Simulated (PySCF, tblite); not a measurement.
**C₇H₁₁BO₂: geometry, infrared bands and NMR shifts**

Aim: predict the infrared bands and NMR shifts of C₇H₁₁BO₂ (`OB(O)CC#CCC1CC1`).

Computed with tblite 0.8.0 and PySCF 2.14.0, with density-fitted response routines of our own, on a single molecule in the gas phase. Atoms are numbered from 0 throughout.

**1. The starting structure**

21 atoms, charge 0, multiplicity 1; geometry from: force field or distance geometry start.

Bonds of the start (Å): O0–B1 1.47, B1–O2 1.44, B1–C3 1.57, C3–C4 1.46, C4–C5 1.21, C5–C6 1.49, C6–C7 1.52, C7–C8 1.52, C8–C9 1.53, C9–C7 1.48, O0–H10 0.99, O2–H11 1.01, C3–H12 1.10, C3–H13 1.12, C6–H14 1.10, C6–H15 1.10, C7–H16 1.12, C8–H17 1.11, C8–H18 1.12, C9–H19 1.10, C9–H20 1.12.

**2. Optimising the geometry with GFN2-xTB**

The job: settings as JSON, then the geometry in Å.

```
{"job": {"kind": "relax", "xc": "GFN2-xTB", "basis": "xTB"}, "charge": 0, "multiplicity": 1}
O     -3.430200     1.389600     0.617400
B     -3.450300     0.055300     0.000200
O     -4.626200    -0.515500    -0.608400
C     -2.320900    -0.942300     0.451900
C     -1.055600    -0.210900     0.443700
C     -0.016300     0.401600     0.429900
C      1.263700     1.166900     0.440500
C      2.418900     0.200900     0.620800
C      2.620200    -0.888200    -0.417000
C      3.617500     0.254200    -0.251300
H     -3.548600     2.033000    -0.122500
H     -4.776500    -1.432800    -0.214800
H     -2.317100    -1.803700    -0.233400
H     -2.487800    -1.362800     1.478500
H      1.164200     1.915600     1.244400
H      1.370900     1.606900    -0.566600
H      2.485000    -0.193500     1.667600
H      2.923000    -1.907800    -0.089000
H      1.911600    -0.815600    -1.277400
H      3.665100     1.059700    -1.003300
H      4.580600     0.006100     0.270500
```

The run is started by

```bash
$ OMP_NUM_THREADS=1 python probes_run.py task.json out
```

One launch serves the whole session: the jobs run in the order shown.

Log:

```text
step      E/eV     max force
  0    -813.92523    3.561
  1    -814.41364    2.275
  2    -814.65070    3.466
  3    -814.66815    5.203
  4    -814.81350    0.989
  5    -814.85860    0.675
  6    -814.93527    1.102
  7    -815.00164    1.283
  8    -815.07717    1.305
  9    -815.14277    0.546
 10    -815.17338    0.509
 11    -815.20176    0.449
 12    -815.21717    0.363
 13    -815.22447    0.541
 14    -815.23217    0.209
 15    -815.23745    0.204
 16    -815.24181    0.262
 17    -815.24710    0.270
 18    -815.25232    0.194
 19    -815.25589    0.102
 20    -815.25760    0.088
 21    -815.25870    0.105
 22    -815.25985    0.083
 23    -815.26090    0.083
 24    -815.26184    0.080
 25    -815.26281    0.072
 26    -815.26388    0.074
 27    -815.26496    0.074
 28    -815.26597    0.074
 29    -815.26700    0.079
 30    -815.26827    0.086
 31    -815.26987    0.099
 32    -815.27166    0.089
 33    -815.27339    0.097
 34    -815.27486    0.080
 35    -815.27607    0.065
 36    -815.27703    0.059
 37    -815.27781    0.061
 38    -815.27856    0.056
 39    -815.27939    0.066
 40    -815.28023    0.064
 41    -815.28095    0.065
 42    -815.28155    0.054
 43    -815.28216    0.065
 44    -815.28281    0.067
 45    -815.28344    0.069
 46    -815.28399    0.058
 47    -815.28444    0.042
 48    -815.28477    0.048
 49    -815.28497    0.032
 50    -815.28509    0.025
 51    -815.28519    0.025
 52    -815.28531    0.038
 53    -815.28543    0.042
 54    -815.28554    0.032
 55    -815.28564    0.027
 56    -815.28574    0.031
 57    -815.28586    0.031
 58    -815.28601    0.037
 59    -815.28621    0.035
 60    -815.28646    0.042
 61    -815.28676    0.050
 62    -815.28706    0.040
 63    -815.28736    0.040
 64    -815.28765    0.045
 65    -815.28794    0.047
 66    -815.28821    0.053
 67    -815.28848    0.042
 68    -815.28877    0.050
 69    -815.28910    0.042
 70    -815.28944    0.045
 71    -815.28973    0.043
 72    -815.28999    0.045
 73    -815.29030    0.049
 74    -815.29079    0.060
 75    -815.29150    0.082
 76    -815.29215    0.070
 77    -815.29253    0.035
 78    -815.29278    0.032
 79    -815.29294    0.047
 80    -815.29312    0.032
 81    -815.29337    0.025
 82    -815.29353    0.032
 83    -815.29375    0.036
 84    -815.29397    0.036
 85    -815.29423    0.035
 86    -815.29446    0.032
 87    -815.29468    0.032
 88    -815.29487    0.036
 89    -815.29504    0.034
 90    -815.29517    0.027
 91    -815.29528    0.020
 92    -815.29538    0.019
 93    -815.29545    0.016
 94    -815.29549    0.012
 95    -815.29551    0.010
 96    -815.29554    0.014
 97    -815.29557    0.011
 98    -815.29560    0.011
 99    -815.29563    0.013
100    -815.29565    0.011
101    -815.29568    0.012
102    -815.29572    0.012
103    -815.29575    0.013
104    -815.29577    0.017
105    -815.29580    0.018
106    -815.29583    0.019
107    -815.29587    0.026
108    -815.29590    0.062
109    -815.29594    0.013
110    -815.29596    0.016
111    -815.29598    0.020
112    -815.29602    0.021
113    -815.29608    0.020
114    -815.29617    0.019
115    -815.29626    0.020
116    -815.29633    0.022
117    -815.29640    0.022
118    -815.29649    0.021
119    -815.29658    0.020
120    -815.29667    0.021
121    -815.29675    0.021
122    -815.29685    0.023
123    -815.29698    0.027
124    -815.29709    0.017
125    -815.29714    0.013
126    -815.29717    0.010
127    -815.29719    0.008
```

It took 1.5 s on 1 thread of Arm Neoverse N1, shared host; peak memory 0.18 GiB.

Relaxation path: (not every step is listed)

| step | energy from step 0 (eV) | largest force (eV/Å) |
| --- | --- | --- |
| 0 | 0.0000 | 3.5615 |
| 1 | -0.4884 | 2.2746 |
| 2 | -0.7255 | 3.4657 |
| 3 | -0.7429 | 5.2033 |
| 4 | -0.8883 | 0.9895 |
| 5 | -0.9334 | 0.6749 |
| 6 | -1.0100 | 1.1016 |
| 7 | -1.0764 | 1.2830 |
| 8 | -1.1519 | 1.3047 |
| 19 | -1.3307 | 0.1017 |
| 30 | -1.3430 | 0.0864 |
| 41 | -1.3557 | 0.0654 |
| 52 | -1.3601 | 0.0376 |
| 63 | -1.3621 | 0.0404 |
| 74 | -1.3656 | 0.0603 |
| 85 | -1.3690 | 0.0350 |
| 96 | -1.3703 | 0.0139 |
| 107 | -1.3706 | 0.0265 |
| 118 | -1.3713 | 0.0214 |
| 122 | -1.3716 | 0.0234 |
| 123 | -1.3717 | 0.0274 |
| 124 | -1.3719 | 0.0166 |
| 125 | -1.3719 | 0.0132 |
| 126 | -1.3719 | 0.0103 |
| 127 | -1.3720 | 0.0081 |

Distances of close pairs at the start and the end, largest changes first:

| bond | before (Å) | after (Å) | change (Å) |
| --- | --- | --- | --- |
| O0–B1 | 1.470 | 1.344 | -0.127 |
| B1–O2 | 1.442 | 1.364 | -0.078 |
| O2–H11 | 1.009 | 0.955 | -0.054 |
| C9–H20 | 1.123 | 1.080 | -0.043 |
| C5–C6 | 1.491 | 1.453 | -0.038 |
| C8–H18 | 1.117 | 1.080 | -0.037 |
| C7–H16 | 1.121 | 1.084 | -0.037 |
| B1–C3 | 1.573 | 1.609 | +0.036 |

The end geometry stands in the next job.

**3. Infrared spectrum with GFN2-xTB**

The job: settings as JSON, then the geometry in Å.

```
{"job": {"kind": "ir", "xc": "GFN2-xTB", "basis": "xTB"}, "charge": 0, "multiplicity": 1}
O     -3.536295     1.427754     0.291450
B     -3.613479     0.093794     0.150834
O     -4.763373    -0.427780    -0.365047
C     -2.384024    -0.830532     0.623245
C     -1.093201    -0.177369     0.512122
C     -0.036062     0.375309     0.398399
C      1.265237     1.012105     0.282535
C      2.385169     0.024621     0.542564
C      2.888322    -0.839520    -0.572724
C      3.743820     0.270699    -0.039902
H     -4.314799     1.902246    -0.003203
H     -4.806174    -1.377224    -0.460959
H     -2.351983    -1.763056     0.050052
H     -2.536804    -1.108262     1.671510
H      1.321884     1.834115     1.004512
H      1.369882     1.434421    -0.721321
H      2.343419    -0.422095     1.529248
H      3.169568    -1.858299    -0.353580
H      2.444071    -0.715881    -1.548864
H      3.882802     1.146334    -0.656633
H      4.613102     0.015561     0.547374
```

Log:

```text
mode    cm-1     km/mol
  1     -16.8      1.55
  2       5.3      0.09
  3      46.5      0.10
  4      59.6      1.22
  5     101.5      0.05
  6     206.2      3.07
  7     264.6      0.30
  8     288.9      2.02
  9     295.4      0.07
 10     343.2      1.00
 11     362.9      5.18
 12     396.6     11.37
 13     446.8      4.52
 14     511.1      8.69
 15     539.3     87.57
 16     632.5    252.86
 17     739.8     18.78
 18     792.7      0.79
 19     811.2     11.98
 20     819.0     46.63
 21     853.6      3.60
 22     876.8      1.22
 23     899.9      8.00
 24     946.9    128.11
 25     956.7    151.49
 26     994.7      8.18
 27    1030.0      1.67
 28    1070.0      0.38
 29    1076.1      1.18
 30    1104.3      0.81
 31    1115.9      4.61
 32    1129.1      6.94
 33    1155.9      0.22
 34    1185.9    203.49
 35    1200.6     62.76
 36    1206.4     99.73
 37    1249.3     27.38
 38    1260.9    238.77
 39    1301.3     42.02
 40    1314.4    292.23
 41    1393.6      5.04
 42    1440.5      2.50
 43    1442.2      0.26
 44    1452.6      0.96
 45    1495.6      1.49
 46    2416.9      6.94
 47    2926.2     22.83
 48    2927.0     66.07
 49    2944.1     59.32
 50    2950.3     31.75
 51    3041.1     31.51
 52    3084.6     24.52
 53    3086.9     10.73
 54    3089.7     31.84
 55    3106.5     83.59
 56    3608.6     14.13
 57    3657.0     13.54
```

Run time: 1.3 s. Hardware: 1 thread of Arm Neoverse N1, shared host; peak memory 0.18 GiB.

Which atoms move in the most intense modes:

| cm⁻¹ | km/mol | atoms |
| --- | --- | --- |
| 539 | 87.6 | H11 89 % |
| 632 | 252.9 | H10 78 %, O0 11 % |
| 947 | 128.1 | H10 42 %, H11 37 %, O2 14 % |
| 957 | 151.5 | H11 41 %, H10 23 %, O0 23 % |
| 1186 | 203.5 | H12 29 %, H13 17 %, B1 15 % |
| 1206 | 99.7 | H15 25 %, B1 22 % |
| 1261 | 238.8 | C3 25 %, B1 21 %, H12 13 % |
| 1314 | 292.2 | B1 58 %, O0 15 % |

**4. Shielding tensors: PBE0/pcSseg-1**

Settings changed since step 3:

```diff
@@ -1,2 +1,2 @@
-{"job": {"kind": "ir", "xc": "GFN2-xTB", "basis": "xTB"}, "charge": 0, "multiplicity": 1}
+{"job": {"kind": "nmr", "xc": "PBE0", "basis": "pcSseg-1"}, "charge": 0, "multiplicity": 1}
 O     -3.536295     1.427754     0.291450
```

With the program's defaults for keys left out, this is: GIAO PBE0/pcSseg-1 NMR shielding, non-relativistic, gas phase.

Log:

```text
coarse grid: 17680 points
cycle   1  E = -447.8678323535  dE =  1.570e+00  |g| = 9.243e-01  |ddm| = 4.514e+00
cycle   2  E = -447.7681036641  dE =  9.973e-02  |g| = 1.210e+00  |ddm| = 1.974e+00
cycle   3  E = -448.0339171349  dE = -2.658e-01  |g| = 1.060e-01  |ddm| = 1.222e+00
cycle   4  E = -448.0358987408  dE = -1.982e-03  |g| = 4.641e-02  |ddm| = 1.475e-01
cycle   5  E = -448.0362484389  dE = -3.497e-04  |g| = 2.710e-02  |ddm| = 5.080e-02
cycle   6  E = -448.0364213177  dE = -1.729e-04  |g| = 4.519e-03  |ddm| = 2.441e-02
cycle   7  E = -448.0364257626  dE = -4.445e-06  |g| = 1.300e-03  |ddm| = 4.868e-03
final grid: 171176 points
cycle   8  E = -448.1156566294  dE = -5.769e-05  |g| = 1.072e-02  |ddm| = 6.150e-02
cycle   9  E = -448.1156435028  dE =  1.313e-05  |g| = 1.362e-02  |ddm| = 2.356e-02
cycle  10  E = -448.1156826524  dE = -3.915e-05  |g| = 1.173e-03  |ddm| = 1.233e-02
cycle  11  E = -448.1156829253  dE = -2.729e-07  |g| = 3.206e-04  |ddm| = 1.210e-03
cycle  12  E = -448.1156829355  dE = -1.016e-08  |g| = 2.354e-04  |ddm| = 3.966e-04
cycle  13  E = -448.1156829484  dE = -1.295e-08  |g| = 3.990e-05  |ddm| = 2.028e-04
cycle  14  E = -448.1156829487  dE = -3.345e-10  |g| = 1.197e-05  |ddm| = 4.489e-05
converged SCF energy = -448.1156829487

GIAO shielding tensors (ppm)
atom      isotropic    diamagn.    paramagn.     s11        s22        s33       span
  0 O      214.441     387.394    -172.953    111.433    251.399    280.489    169.056
  1 B       72.262     191.587    -119.325     57.826     66.008     92.951     35.126
  2 O      207.697     380.480    -172.783     94.677    258.775    269.640    174.963
  3 C      179.156     261.023     -81.867    166.618    176.275    194.575     27.957
  4 C      104.060     268.089    -164.029     18.259     26.249    267.673    249.415
  5 C      102.074     266.565    -164.491     12.040     18.638    275.544    263.505
  6 C      159.604     251.042     -91.438    143.217    157.326    178.270     35.053
  7 C      171.891     244.888     -72.998    141.025    159.621    215.025     74.000
  8 C      180.094     249.913     -69.819    147.837    176.718    215.727     67.890
  9 C      180.377     260.538     -80.161    152.119    176.039    212.972     60.853
 10 H       27.457      27.184       0.272     21.734     23.029     37.606     15.872
 11 H       27.910      30.472      -2.563     22.035     25.091     36.603     14.568
 12 H       30.167      35.570      -5.403     24.201     30.491     35.809     11.608
 13 H       29.799      30.976      -1.177     24.467     29.173     35.757     11.290
 14 H       28.740      30.504      -1.765     22.468     29.089     34.661     12.193
 15 H       30.510      33.140      -2.631     24.800     31.405     35.324     10.525
 16 H       30.818      31.815      -0.997     24.304     29.031     39.119     14.815
 17 H       31.236      30.628       0.608     25.960     26.576     41.172     15.213
 18 H       31.604      32.143      -0.539     26.754     28.434     39.625     12.871
 19 H       31.723      32.036      -0.314     25.705     29.234     40.229     14.524
 20 H       31.281      30.286       0.995     25.333     26.855     41.655     16.322
```

Run time: 76 s. Hardware: 1 thread of Arm Neoverse N1, shared host; peak memory 0.98 GiB.

Shifts follow as δ = σ(reference) − σ, with reference shieldings (ppm) from runs at the same level and on the same kind of geometry: ¹H TMS 31.72, ¹³C TMS 186.9, ¹⁷O H2O 336.1, ¹¹B BF3·OEt2 100.1. The references are single molecules in the gas phase, so shifts against H2O, NH3, PH3, H3PO4 or CFCl3 are not on the usual liquid scales and can be off by tens of ppm. Atoms listed in one row are averaged.

| atoms | environment | σ (ppm) | δ (ppm) | δ scaled to CDCl3 |
| --- | --- | --- | --- | --- |
| C5 | alkyne carbon | 102.1 | 84.9 | 80.9 |
| C4 | alkyne carbon | 104.1 | 82.9 | 79.0 |
| C6 | propargylic sp3 CH2 | 159.6 | 27.3 | 24.8 |
| C7 | three-membered-ring carbon | 171.9 | 15.0 | 12.8 |
| C3 | propargylic sp3 CH2 bonded to B | 179.2 | 7.8 | 5.7 |
| C8, C9 | three-membered-ring carbon | 180.2 | 6.7 | 4.6 |
| H10, H11 | hydrogen on an oxygen bonded to B | 27.68 | 4.03 | – |
| H14, H15 | hydrogen on a propargylic sp3 CH2 | 29.62 | 2.09 | 2.08 |
| H12, H13 | hydrogen on a propargylic sp3 CH2 bonded to B | 29.98 | 1.73 | 1.74 |
| H16 | hydrogen on a three-membered-ring carbon | 30.82 | 0.90 | 0.95 |
| H17, H20 | hydrogen on a three-membered-ring carbon | 31.26 | 0.46 | 0.54 |
| H18, H19 | hydrogen on a three-membered-ring carbon | 31.66 | 0.05 | 0.16 |
| O0, O2 | oxygen bonded to B, H | 211.1 | 125.0 | – |
| B1 | boron bonded to C, 2 O | 72.3 | 27.8 | – |

The scaled column applies a straight-line fit of computed shieldings to shifts measured in CDCl3 (root-mean-square error 0.16 ppm for H, 1.9 ppm for C).

The run also stored atomic charges by several schemes (e):

| atoms | Mulliken | IAO | Hirshfeld | ESP fit |
| --- | --- | --- | --- | --- |
| O0, O2 | -0.40 | -0.55 | -0.26 | -0.74 |
| B1 | 0.59 | 0.53 | 0.26 | 0.83 |
| C3 | -0.43 | -0.45 | -0.13 | -0.59 |
| C4 | -0.14 | -0.05 | -0.07 | 0.08 |
| C5 | -0.11 | -0.08 | -0.07 | -0.14 |
| C6 | -0.13 | -0.27 | -0.05 | -0.41 |
| C7 | -0.30 | -0.12 | -0.03 | -0.01 |
| C8, C9 | -0.19 | -0.30 | -0.09 | -0.34 |

Mayer bond orders: O0–B1 1.28, B1–O2 1.21, B1–C3 0.89, C3–C4 1.18, C4–C5 2.59, C5–C6 1.14, C6–C7 1.03, C7–C8 0.95, C8–C9 0.98, C9–C7 0.96.

Ring of atoms C7, C8, C9: NICS(0) -43.6, NICS(1) -8.7, NICS(1)zz -22.4 ppm (means of both faces).

In rings of three or four atoms NICS is ruled by the nearby σ bonds, so it says little on aromaticity.

**5. What came out**

| quantity | value |
| --- | --- |
| strongest single infrared mode (GFN2-xTB) | 1314 cm⁻¹, 292 km/mol |
| zero-point energy (GFN2-xTB) | 105.3 kcal/mol |
| ¹³C shifts against TMS (PBE0/pcSseg-1, means over atoms taken as alike) | 84.9, 82.9, 27.3, 15.0, 7.8, 6.7 ppm |
| ¹H shifts against TMS (PBE0/pcSseg-1, means over atoms taken as alike) | 4.03, 2.09, 1.73, 0.90, 0.46, 0.05 ppm |
| ¹⁷O shifts against H2O (PBE0/pcSseg-1, means over atoms taken as alike) | 125.0 ppm |
| ¹¹B shifts against BF3·OEt2 (PBE0/pcSseg-1) | 27.8 ppm |

**Reading.** The optimisation took 127 steps and gained 1.372 eV; among the close pairs (by a distance rule), O0–B1 changed most, from 1.470 to 1.344 Å. The lowest mode is slightly imaginary (17i cm⁻¹), a soft motion within the noise of the Hessian, so the minimum is not strictly shown. The strongest single mode, at 1314 cm⁻¹, moves mainly B1. GFN2-xTB is a fitted tight-binding method: band positions and strengths are rough. Its intensities can rank the bands wrongly. At PBE0/pcSseg-1: The widest tensor belongs to C5: span 264 ppm, with a paramagnetic part of -164 ppm.
